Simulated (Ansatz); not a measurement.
# C: the cost of one run

Program: Ansatz 0.2.0. Level of theory: DFT PBE, scalar-relativistic, plane waves, PAW. These are calculated values, not measurements.

## Step 1: The starting structure

The cell holds 16 atoms (C16): a = 5.470 Å, b = 5.191 Å, c = 5.355 Å, α = 88.84°, β = 88.99°, γ = 90.17°.

It is the last frame of an earlier stage of the same melt, run at 2400 K.

Structure file:

```
CELL_PARAMETERS angstrom
5.46967 -0.00803 0.04769
-0.00803 5.19101 0.05356
0.04769 0.05356 5.35439
ATOMIC_POSITIONS crystal
C 0.62144 0.28695 0.66072
C 0.90350 0.71309 0.26248
C 0.06335 0.10792 0.57359
C 0.28018 0.11540 0.43381
C 0.79763 0.82182 0.75587
C 0.90118 0.90179 0.50698
C 0.79037 0.48349 0.70747
C 0.37407 0.59106 0.35394
C 0.13938 0.33330 0.03092
C 0.27905 0.13824 0.14680
C 0.60831 0.00474 0.82701
C 0.01239 0.29669 0.77296
C 0.43569 0.33155 0.46463
C 0.54503 0.76018 0.20881
C 0.47676 0.97818 0.05127
C 0.11350 0.56782 0.21738
```

## Step 2: Langevin stage at 300 K

One k point, a Fermi-Dirac width of 0.050 eV and a fixed cell.

Contents of input.yaml:

```yaml
crystal:
  lattice:
    - [5.469672, -0.008032, 0.047687]
    - [-0.008032, 5.191013, 0.053558]
    - [0.047687, 0.053558, 5.354389]
  atoms:
    - { symbol: C, position: [0.6214434078, 0.2869518921, 0.6607216103] }
    - { symbol: C, position: [0.9034993819, 0.7130930365, 0.2624824854] }
    - { symbol: C, position: [0.0633524762, 0.1079229098, 0.5735882444] }
    - { symbol: C, position: [0.2801752883, 0.1153966637, 0.4338111795] }
    - { symbol: C, position: [0.7976281489, 0.8218167021, 0.755872458] }
    - { symbol: C, position: [0.9011821698, 0.9017913584, 0.5069778615] }
    - { symbol: C, position: [0.7903738113, 0.4834869507, 0.7074668321] }
    - { symbol: C, position: [0.3740732084, 0.5910552974, 0.3539437863] }
    - { symbol: C, position: [0.1393766498, 0.333295837, 0.0309158528] }
    - { symbol: C, position: [0.279054956, 0.1382418439, 0.1468028541] }
    - { symbol: C, position: [0.6083116725, 0.0047433655, 0.8270130622] }
    - { symbol: C, position: [0.0123923527, 0.2966897062, 0.7729610567] }
    - { symbol: C, position: [0.4356895833, 0.331552916, 0.4646314641] }
    - { symbol: C, position: [0.5450285395, 0.760176261, 0.2088096115] }
    - { symbol: C, position: [0.476760136, 0.9781818053, 0.0512678235] }
    - { symbol: C, position: [0.1134963891, 0.5678159124, 0.2173805471] }
  symmetry: { detect: false }
basis:
  ecutwfc: 420
kpoints:
  mp_grid: { grid: [1, 1, 1], shift: [0.25, 0.25, 0.25] }
hamiltonian:
  xc: pbe
scf:
  occupations: { method: fermi_dirac, width: 0.05 }
  lower_state_search: "off"
  convergence: { dr2_threshold: 1.0e-06 }
output:
  forces: true
  stress: true
md:
  timestep: 2.0
  n_steps: 250
  ensemble: nvt_langevin
  friction: 0.03
  temperature: 300.0
  initial_velocities: maxwell_boltzmann
  seed: 38707
```

Run with:

```console
$ ansatz run input.yaml --threads 2 --pin off --max-ram 5120MiB --backend cpu --events-out ev --progress --plain --runs-dir out
```

**Question.** How long does this run take on 2 threads of Arm Neoverse N1, shared host, and how much memory does it need?

About 3.5 min, with a peak of 0.3 GiB.
